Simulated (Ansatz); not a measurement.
# CH₁₀N₂Si₂: vertical ionisation energy

An exercise on one series of results from a longer session: the logs are not shown, and one member is left open.

Computed with Ansatz 0.2.0, Gaussian basis. Level: unrestricted cation, the program's frozen cores in correlated methods.

The runs, in order: UKS PBE-D4/def2-TZVPP; UKS r2SCAN-D4/def2-TZVPP; UKS PBE0-D4/def2-TZVPP; UKS B3LYP-D4/def2-TZVPP; UKS wB97X-V/def2-TZVPP; UKS wB97M-V/def2-TZVPP; UKS B2PLYP/def2-TZVPP; UHF-CCSD(T)/def2-TZVPP; UHF-MP2/def2-QZVPP; extrapolation to the limit; then −ε(HOMO) from the neutral's earlier runs with LDA (SPW92), PBE-D4, revPBE-D4, BLYP-D4, r2SCAN-D4, B97M-V, PBE0-D4, B3LYP-D4, r2SCANh-D4, r2SCAN0-D4, HSE06-D4, BHLYP-D4, CAM-B3LYP-D4, LC-ωPBE, ωB97X-V, ωB97M-V.

### The geometry

An earlier PBE0-D4 in a triple-zeta def2 set relaxation fixed the geometry.

SMILES `C[Si](N)(N)[SiH3]`, 15 atoms, charge 0, spin multiplicity 1.

Atoms are counted from 1 here; the program's logs count them from 0.

Bond lengths: C1–Si2 1.872 Å, C1–H6 1.094 Å, C1–H7 1.094 Å, C1–H8 1.093 Å, Si2–N3 1.722 Å, Si2–N4 1.717 Å, Si2–Si5 2.358 Å, N3–H9 1.008 Å, N3–H10 1.007 Å, N4–H11 1.006 Å, N4–H12 1.008 Å, Si5–H13 1.492 Å, Si5–H14 1.494 Å, Si5–H15 1.491 Å. Angles: Si2–C1–H6 111.5°, Si2–C1–H7 110.6°, Si2–C1–H8 110.7°, H6–C1–H7 108.2°, H6–C1–H8 107.6°, H7–C1–H8 108.1°, C1–Si2–N3 105.4°, C1–Si2–N4 116.9°, C1–Si2–Si5 109.1°, N3–Si2–N4 105.9°, N3–Si2–Si5 115.1°, N4–Si2–Si5 104.8°, Si2–N3–H9 119.9°, Si2–N3–H10 120.0°, H9–N3–H10 111.3°, Si2–N4–H11 121.4°, Si2–N4–H12 120.7°, H11–N4–H12 111.9° and more.

As a file:

```xyz
15
charge 0, multiplicity 1
C    -1.3123   -0.1103    1.2945
Si    0.1351   -0.2819    0.1203
N     1.5349   -0.3136    1.1224
N     0.2006   -1.7132   -0.8261
Si    0.0667    1.4753   -1.4500
H    -1.2672    0.8295    1.8526
H    -1.3241   -0.9349    2.0133
H    -2.2576   -0.1247    0.7465
H     2.4503   -0.3733    0.7058
H     1.5562    0.2210    1.9754
H    -0.2788   -1.7811   -1.7080
H     0.3122   -2.6143   -0.3883
H    -0.1861    2.7805   -0.7729
H    -1.0095    1.2932   -2.4698
H     1.3577    1.5969   -2.1866
```

The first run:

Input file in.yaml:

```yaml
crystal:
  periodic: [false, false, false]
  atoms:
    - {symbol: C, position_ang: [-1.312258, -0.110278, 1.294536]}
    - {symbol: Si, position_ang: [0.135127, -0.281917, 0.120321]}
    - {symbol: N, position_ang: [1.534935, -0.313640, 1.122363]}
    - {symbol: N, position_ang: [0.200555, -1.713190, -0.826138]}
    - {symbol: Si, position_ang: [0.066715, 1.475346, -1.449997]}
    - {symbol: H, position_ang: [-1.267250, 0.829482, 1.852616]}
    - {symbol: H, position_ang: [-1.324069, -0.934889, 2.013311]}
    - {symbol: H, position_ang: [-2.257633, -0.124654, 0.746480]}
    - {symbol: H, position_ang: [2.450339, -0.373281, 0.705779]}
    - {symbol: H, position_ang: [1.556176, 0.220952, 1.975409]}
    - {symbol: H, position_ang: [-0.278793, -1.781065, -1.707957]}
    - {symbol: H, position_ang: [0.312236, -2.614265, -0.388333]}
    - {symbol: H, position_ang: [-0.186108, 2.780505, -0.772859]}
    - {symbol: H, position_ang: [-1.009534, 1.293214, -2.469771]}
    - {symbol: H, position_ang: [1.357662, 1.596881, -2.186558]}
basis:
  gaussian: {orbitals: def2-TZVPP}
total_charge: 1
magnetization: {spin_polarized: true, initial_magnetization: 1}
hamiltonian: {xc: pbe, dispersion: d4}
```

On the command line:

```bash
$ ansatz run in.yaml --threads 2 --pin off --events-out ev --progress --plain --max-ram 32768MiB --backend cuda --devices 0, --max-vram 18GiB
```

Among the steps run: Cation, UKS PBE-D4/def2-TZVPP; Cation, UKS r2SCAN-D4/def2-TZVPP; Cation, UKS PBE0-D4/def2-TZVPP; Cation, UKS B3LYP-D4/def2-TZVPP; Cation, UKS wB97X-V/def2-TZVPP; Cation, UKS wB97M-V/def2-TZVPP; Cation, UKS B2PLYP (frozen core)/def2-TZVPP; Cation, UHF-CCSD(T)/def2-TZVPP; Cation, UHF-MP2/def2-QZVPP.

One of the session's tables, all rows but one given; the rest of the session is left out.

For comparison, −ε(HOMO) of the neutral from earlier runs:

```
  functional  −ε(HOMO) (eV)
 LDA (SPW92)           5.62
      PBE-D4           5.51
   revPBE-D4              ?
     BLYP-D4           5.40
   r2SCAN-D4           5.76
      B97M-V           5.89
     PBE0-D4           6.74
    B3LYP-D4           6.54
  r2SCANh-D4           6.22
  r2SCAN0-D4           6.91
    HSE06-D4           6.34
    BHLYP-D4           7.89
CAM-B3LYP-D4           8.07
     LC-ωPBE           9.36
     ωB97X-V           9.04
     ωB97M-V           8.88
```

**Question.** Estimate the row for revPBE-D4.

As computed: −ε(HOMO) (eV): 5.45. In the column «−ε(HOMO) (eV)» it lies between BLYP-D4 (5.40) and PBE-D4 (5.51).
